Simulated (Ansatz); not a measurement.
# U-r2SCAN/cc-pVDZ run of SiNH4O2 (SMILES N[Si](O)O)

What is the energy change on altering one bond length of SiNH4O2 at U-r2SCAN/cc-pVDZ? 

The calculation is run with Ansatz 0.2.0.

68 further runs of the same task are left out: 68 set aside as unsound or not needed.

**1. Starting point**

SiNH4O2: 8 atoms, total charge 0, spin state doublet. As SMILES, `N[Si](O)O`. The shape is that of a PBE0-D4/def2-TZVP optimisation. This is one conformer, not always the lowest.

Bond lengths: N1–Si2 1.700 Å, Si2–O3 1.651 Å, Si2–O4 1.651 Å, N1–H5 1.006 Å, N1–H6 1.006 Å, O3–H7 0.958 Å, O4–H8 0.958 Å. Angles: N1–Si2–O3 104.3°, N1–Si2–O4 104.3°, O3–Si2–O4 116.1°, Si2–N1–H5 120.9°, Si2–N1–H6 120.9°, Si2–O3–H7 115.7°, Si2–O4–H8 115.7°, H5–N1–H6 112.9°.

**2. A single-point energy at U-r2SCAN/cc-pVDZ**

Input file job.yaml:

```yaml
crystal:
  periodic: [false, false, false]
  atoms:
    - {symbol: "N", position_ang: [-0.498000, 1.267000, 0.129300]}
    - {symbol: Si, position_ang: [0.096000, -0.243600, -0.376000]}
    - {symbol: O, position_ang: [1.641600, -0.288300, 0.202600]}
    - {symbol: O, position_ang: [-0.956500, -1.334700, 0.277900]}
    - {symbol: H, position_ang: [0.071200, 2.094000, 0.065100]}
    - {symbol: H, position_ang: [-1.483600, 1.467400, 0.110500]}
    - {symbol: H, position_ang: [2.250900, -0.848000, -0.280900]}
    - {symbol: H, position_ang: [-1.029400, -2.171000, -0.184200]}
basis:
  gaussian: {orbitals: cc-pVDZ}
magnetization: {spin_polarized: true, initial_magnetization: 1}
output: {orbitals: {seedname: orbitals}}
accuracy: high
hamiltonian: {xc: {name: r2SCAN}}
```

On the command line:

```
$ ansatz run job.yaml --threads 1 --pin off --max-ram 3480MiB --events-out events.jsonl --progress --plain --runs-dir runs
```

The log of the run:

```text
Warning: RAYON_NUM_THREADS=1 ignored (pool sized by the plan → 1); use --threads N
Functional definition: r2SCAN
  name "r2SCAN"
  parameter k0 = 0.174
  parameter k1 = 0.065
  parameter a1 = 4.9479
  exchange = r2scan_x(k0 = k0, k1 = k1, a1 = a1)
  correlation = r2scan_c
1811 factors; integrals over basis functions are off by at most 3.9e-9 eV
mean field evaluation 1: about -13511.6907 eV, gradient 6.1e1 eV
mean field evaluation 2: about -13480.3753 eV, gradient 1.0e2 eV
mean field evaluation 4: about -13524.9602 eV, gradient 4.3e0 eV
mean field evaluation 8: about -13525.0422 eV, gradient 3.3e-1 eV
mean field evaluation 16: about -13525.0428 eV, gradient 2.0e-4 eV
mean field -13525.04275320 eV, -497.0361535767 hartree, gradient 8.9e-8 eV, S^2 0.752733; 0 other end points of the search recorded, 0 dependent functions left out
reference -13525.04275539 eV, -497.0361536572 hartree; 21, 20 occupied and 59, 60 virtual orbitals, 1811 factors
Total energy: -13525.04275539 eV, -497.0361536572 hartree
```

It took 19 s on 1 thread of Arm Neoverse V1, shared host; peak memory 0.38 GiB.

**3. The distorted shape at the same level**

Input file molecule.yaml:

```yaml
crystal:
  periodic: [false, false, false]
  atoms:
    - {symbol: N, position_ang: [-0.350194, 1.236947, 0.132119]}
    - {symbol: Si, position_ang: [0.243806, -0.273653, -0.373181]}
    - {symbol: O, position_ang: [1.789406, -0.318353, 0.205419]}
    - {symbol: O, position_ang: [-0.808694, -1.364753, 0.280719]}
    - {symbol: H, position_ang: [0.219006, 2.063947, 0.067919]}
    - {symbol: H, position_ang: [-1.483600, 1.467400, 0.110500]}
    - {symbol: H, position_ang: [2.398706, -0.878053, -0.278081]}
    - {symbol: H, position_ang: [-0.881594, -2.201053, -0.181381]}
basis:
  gaussian:
    orbitals: cc-pVDZ
hamiltonian:
  xc: {name: r2SCAN}
magnetization:
  spin_polarized: true
  initial_magnetization: 1
output: {orbitals: {seedname: orbitals}}
accuracy: high
```

On the command line:

```
$ ansatz run molecule.yaml --threads 1 --pin off --max-ram 3480MiB --events-out events.jsonl --progress --plain --runs-dir runs
```

The log of the run (excerpt; [...] marks lines left out):

```text
Warning: RAYON_NUM_THREADS=1 ignored (pool sized by the plan → 1); use --threads N
[... 7 set-up lines as earlier in the session ...]
1818 factors; integrals over basis functions are off by at most 3.9e-9 eV
mean field evaluation 1: about -13511.4969 eV, gradient 6.0e1 eV
mean field evaluation 2: about -13479.0821 eV, gradient 1.0e2 eV
mean field evaluation 4: about -13524.5678 eV, gradient 5.4e0 eV
mean field evaluation 8: about -13524.6921 eV, gradient 3.3e-1 eV
mean field evaluation 16: about -13524.6927 eV, gradient 2.2e-4 eV
mean field -13524.69268735 eV, -497.0232888941 hartree, gradient 4.8e-8 eV, S^2 0.752845; 0 other end points of the search recorded, 0 dependent functions left out
reference -13524.69268956 eV, -497.0232889754 hartree; 21, 20 occupied and 59, 60 virtual orbitals, 1818 factors
Total energy: -13524.69268956 eV, -497.0232889754 hartree
```

Wall time 20 s (1 thread of Arm Neoverse V1, shared host); peak memory 0.38 GiB.

**4. Outcome**

Level: U-r2SCAN/cc-pVDZ.

```
                                                         quantity          value
                                        first shape: total energy  -497.03615 Eh
                  first shape: HOMO energy (highest over α and β)       -4.05 eV
                   first shape: LUMO energy (lowest over α and β)       -1.63 eV
                                                first shape: ⟨S²⟩          0.753
                                    distorted shape: total energy  -497.02329 Eh
              distorted shape: HOMO energy (highest over α and β)       -4.02 eV
               distorted shape: LUMO energy (lowest over α and β)       -1.62 eV
                                            distorted shape: ⟨S²⟩          0.753
energy change with the N1–H6 bond stretched from 1.006 to 1.157 Å       0.350 eV
```

What this shows: With the N1–H6 bond stretched from 1.006 to 1.157 Å the energy rises by 0.35 eV (33.8 kJ/mol). The first shape isn't relaxed at this level, so the change isn't measured from a minimum.
